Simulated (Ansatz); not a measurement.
# AlB3As4: the cost of one run

Method: DFT PBE, scalar-relativistic, plane waves, PAW, in Ansatz 0.2.0.

### Step 1. The starting structure

The structure is orthorhombic, space group Amm2 (No. 38). Conventional cell: a = 3.621 Å, b = 7.241 Å, c = 10.241 Å, α = 90.00°, β = 90.00°, γ = 90.00°. Around Al (site symmetry mm2) lie 4 As at 2.22 Å. B (site symmetry m) is surrounded by 4 As at 2.22 Å. B (site symmetry mm2) has 4 As at 2.22 Å as nearest neighbours. Around As (site symmetry mm2) lie 4 B at 2.22 Å. As (site symmetry mm2) is surrounded by 2 Al at 2.22 Å and 2 B at 2.22 Å. As (site symmetry m) is surrounded by 3 B at 2.22 Å and 1 Al at 2.22 Å.

Coordinates:

```
CELL_PARAMETERS angstrom
3.62072 0.00000 0.00000
0.00000 3.62072 5.12047
0.00000 -3.62072 5.12047
ATOMIC_POSITIONS crystal
Al 0.50000 0.00000 0.00000
B 0.00000 0.50000 0.00000
B 0.00000 0.00000 0.50000
B 0.50000 0.50000 0.50000
As 0.00000 0.62500 0.62500
As 0.00000 0.12500 0.12500
As 0.50000 0.12500 0.62500
As 0.50000 0.62500 0.12500
```

The start is an ordering of an alloy on its end members' structure types: elements ordered on the sites of the AlAs type, B/Al on Al (Amm2, No. 38).

### Step 2. Probe: one point on a coarse mesh

File input.yaml:

```yaml
crystal:
  lattice:
    - [3.62071772, 0.0, 0.0]
    - [0.0, 3.62071772, 5.12046811]
    - [0.0, -3.62071772, 5.12046811]
  atoms:
    - { symbol: Al, position: [0.5, 0.0, 0.0] }
    - { symbol: B, position: [0.0, 0.5, 0.0] }
    - { symbol: B, position: [0.0, 0.0, 0.5] }
    - { symbol: B, position: [0.5, 0.5, 0.5] }
    - { symbol: As, position: [0.0, 0.625, 0.625] }
    - { symbol: As, position: [0.0, 0.125, 0.125] }
    - { symbol: As, position: [0.5, 0.125, 0.625] }
    - { symbol: As, position: [0.5, 0.625, 0.125] }
basis:
  ecutwfc: 420
kpoints:
  mp_grid: { grid: [6, 4, 4] }
hamiltonian:
  xc: pbe
scf:
  occupations: { method: gaussian, width: 0.1 }
  lower_state_search: "off"
output:
  forces: true
  stress: true
  eigenvalues: true
```

Started as:

```sh
$ ansatz run input.yaml --threads 1 --pin off --max-ram 2560MiB --backend cpu --events-out ev --progress --plain --runs-dir out
```

**Question.** How long does this run take on 1 thread of Intel Xeon at 2.50GHz (Skylake/Cascade Lake), shared host, and how much memory does it need?

About 28 s, with a peak of 0.43 GiB.
